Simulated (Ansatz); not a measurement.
# GaF3: taking an electron away

The task here is to estimate one member of a computed series from the others.

Program: Ansatz 0.2.0, Gaussian basis. Level of theory: unrestricted cation, the program's frozen cores in correlated methods. These are calculated values, not measurements.

The runs, in order: UKS PBE-D4/def2-TZVPP; UKS r2SCAN-D4/def2-TZVPP; UKS PBE0-D4/def2-TZVPP; UKS B3LYP-D4/def2-TZVPP; UKS wB97X-V/def2-TZVPP; UKS wB97M-V/def2-TZVPP; UKS B2PLYP/def2-TZVPP; UHF-CCSD(T)/def2-TZVPP; UHF-MP2/def2-QZVPP; extrapolation to the limit; then −ε(HOMO) from the neutral's earlier runs with LDA (SPW92), PBE-D4, revPBE-D4, BLYP-D4, r2SCAN-D4, B97M-V, PBE0-D4, B3LYP-D4, r2SCANh-D4, r2SCAN0-D4, HSE06-D4, BHLYP-D4, CAM-B3LYP-D4, LC-ωPBE, ωB97X-V, ωB97M-V.

## Structure used throughout

The geometry comes from an earlier relaxation with PBE0-D4 in a triple-zeta def2 set; it is a stationary point.

SMILES `[F][Ga]([F])[F]`, 4 atoms, charge 0, spin multiplicity 1.

Atoms are counted from 1 here; the program's logs count them from 0.

Bond lengths: F1–Ga2 1.724 Å, Ga2–F3 1.724 Å, Ga2–F4 1.724 Å. Angles: F1–Ga2–F3 120.0°, F1–Ga2–F4 120.0°, F3–Ga2–F4 120.0°.

The first run:

in.yaml reads:

```yaml
crystal:
  periodic: [false, false, false]
  atoms:
    - {symbol: F, position_ang: [-0.048673, -1.610127, 0.645938]}
    - {symbol: Ga, position_ang: [0.013827, -0.015025, -0.005201]}
    - {symbol: F, position_ang: [0.964113, 1.195796, 0.771305]}
    - {symbol: F, position_ang: [-0.873768, 0.369056, -1.432440]}
basis:
  gaussian: {orbitals: def2-TZVPP}
total_charge: 1
magnetization: {spin_polarized: true, initial_magnetization: 1}
hamiltonian: {xc: pbe, dispersion: d4}
```

Command:

```console
ansatz run in.yaml --threads 4 --pin off --events-out ev --progress --plain --max-ram 10444MiB
```

Steps of the session up to this table: Cation, UKS PBE-D4/def2-TZVPP; Cation, UKS r2SCAN-D4/def2-TZVPP; Cation, UKS PBE0-D4/def2-TZVPP; Cation, UKS B3LYP-D4/def2-TZVPP; Cation, UKS wB97X-V/def2-TZVPP; Cation, UKS wB97M-V/def2-TZVPP; Cation, UKS B2PLYP (frozen core)/def2-TZVPP; Cation, UHF-CCSD(T)/def2-TZVPP; Cation, UHF-MP2/def2-QZVPP.

One of the session's tables, all rows but one given; the rest of the session is left out.

It belongs to the step «Ionisation energies side by side». Orbital estimates, from the neutral's runs:

| functional | −ε(HOMO) (eV) |
| --- | --- |
| LDA (SPW92) | 9.96 |
| PBE-D4 | 9.66 |
| revPBE-D4 | 9.55 |
| BLYP-D4 | 9.61 |
| r2SCAN-D4 | 10.17 |
| B97M-V | 10.28 |
| PBE0-D4 | ? |
| B3LYP-D4 | 11.47 |
| r2SCANh-D4 | 10.95 |
| r2SCAN0-D4 | 12.15 |
| HSE06-D4 | 11.35 |
| BHLYP-D4 | 13.88 |
| CAM-B3LYP-D4 | 13.38 |
| LC-ωPBE | 14.66 |
| ωB97X-V | 14.34 |
| ωB97M-V | 14.31 |

Estimate the missing values for PBE0-D4.

**Answer.** −ε(HOMO) (eV): 11.77. In the column «−ε(HOMO) (eV)» it lies between B3LYP-D4 (11.47) and r2SCAN0-D4 (12.15).
